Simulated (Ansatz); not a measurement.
# Si2H7F (built from SMILES F.[SiH3][SiH3]): search for a transition state

Aim: find the saddle point of a four-centre ligand exchange that is to form Si1–F7, H2–H6 and break Si1–H2, H6–F7, prove it by its vibrations, and relax downhill on both sides to see what it joins.

Method: PBE0-D4, def2-SVP first, then def2-TZVP; program: Ansatz 0.2.0, Gaussian basis.

31 further runs of the same task are left out: 31 set aside as unsound or not needed.

### Step 1. The system as given

The guess: 10 atoms, charge 0, spin multiplicity 1.

Atoms are counted from 1 here; the program's logs count them from 0.

Bond lengths: Si1–H3 1.454 Å, Si1–H4 1.480 Å, Si1–Si5 2.301 Å, Si5–H8 1.465 Å, Si5–H9 1.466 Å, Si5–H10 1.463 Å. Angles: H3–Si1–H4 101.9°, H3–Si1–Si5 123.4°, H4–Si1–Si5 109.5°, Si1–Si5–H8 109.2°, Si1–Si5–H9 112.7°, Si1–Si5–H10 113.0°, H8–Si5–H9 107.4°, H8–Si5–H10 107.0°, H9–Si5–H10 107.3°.

As a file:

```xyz
10

Si   -0.8690   -0.0490   -0.2550
H    -0.7975   -1.9120   -0.4580
H    -1.5273    0.6189   -1.3668
H    -1.9891   -0.2342    0.6950
Si    0.9442    0.8288    0.8570
H    -0.1783   -1.6705   -1.1773
F     0.3527   -0.7159   -1.6957
H     0.4718    1.6505    1.9746
H     1.8207   -0.2063    1.4141
H     1.7719    1.6898    0.0120
```

Distances that are to change: Si1–F7 2.00 Å, H2–H6 0.98 Å, Si1–H2 1.88 Å, H6–F7 1.21 Å.

### Step 2. Constrained relaxation of the guess

Contents of hold/in.yaml:

```yaml
crystal:
  periodic: [false, false, false]
  atoms:
    - {symbol: Si, position_ang: [-0.869000, -0.049000, -0.255000]}
    - {symbol: H, position_ang: [-0.797500, -1.912000, -0.458000]}
    - {symbol: H, position_ang: [-1.527300, 0.618900, -1.366800]}
    - {symbol: H, position_ang: [-1.989100, -0.234200, 0.695000]}
    - {symbol: Si, position_ang: [0.944200, 0.828800, 0.857000]}
    - {symbol: H, position_ang: [-0.178300, -1.670500, -1.177300]}
    - {symbol: F, position_ang: [0.352700, -0.715900, -1.695700]}
    - {symbol: H, position_ang: [0.471800, 1.650500, 1.974600]}
    - {symbol: H, position_ang: [1.820700, -0.206300, 1.414100]}
    - {symbol: H, position_ang: [1.771900, 1.689800, 0.012000]}
basis:
  gaussian: {orbitals: def2-SVP}
hamiltonian: {xc: pbe0, dispersion: d4}
relax: {f_tol: 0.08, max_steps: 120, escape_saddle: false, constraints: [{distance: [0, 6]}, {distance: [1, 5]}, {distance: [0, 1]}, {distance: [5, 6]}]}
```

The command line of these runs was not kept.

The runs that follow: Force constants to start from; Saddle search in the small basis; Saddle search in triple zeta; Vibrations at the point found; Relaxing after a step of 0.30 Å one way along the mode; Relaxing after a step of 0.30 Å the other way along the mode.

What does the calculation give? Wanted: imaginary mode; barrier from the start side; barrier from the end side; energy of the step; pairs that change; zero-point energy at the saddle.

**Answer**, as computed:

| quantity | value |
| --- | --- |
| imaginary mode | 1107i cm⁻¹ |
| barrier from the start side | 134.7 kJ/mol |
| barrier from the end side | 221.8 kJ/mol |
| energy of the step | -87.1 kJ/mol |
| pairs that change | Si1–F7 formed, H2–H6 formed, Si1–H2 broken, H6–F7 broken |
| zero-point energy at the saddle | 1.586 eV |

**Reading.** One imaginary mode, 1107i cm⁻¹, makes this a first-order saddle. Going downhill both ways gives the intended start and end. At PBE0-D4/def2-TZVP the electronic barrier is 134.7 kJ/mol, about 54 kT at 298 K, and the step runs 87.1 kJ/mol downhill. With so stiff a mode tunnelling counts: Wigner's rough correction is a factor of 2.2 at 298 K.
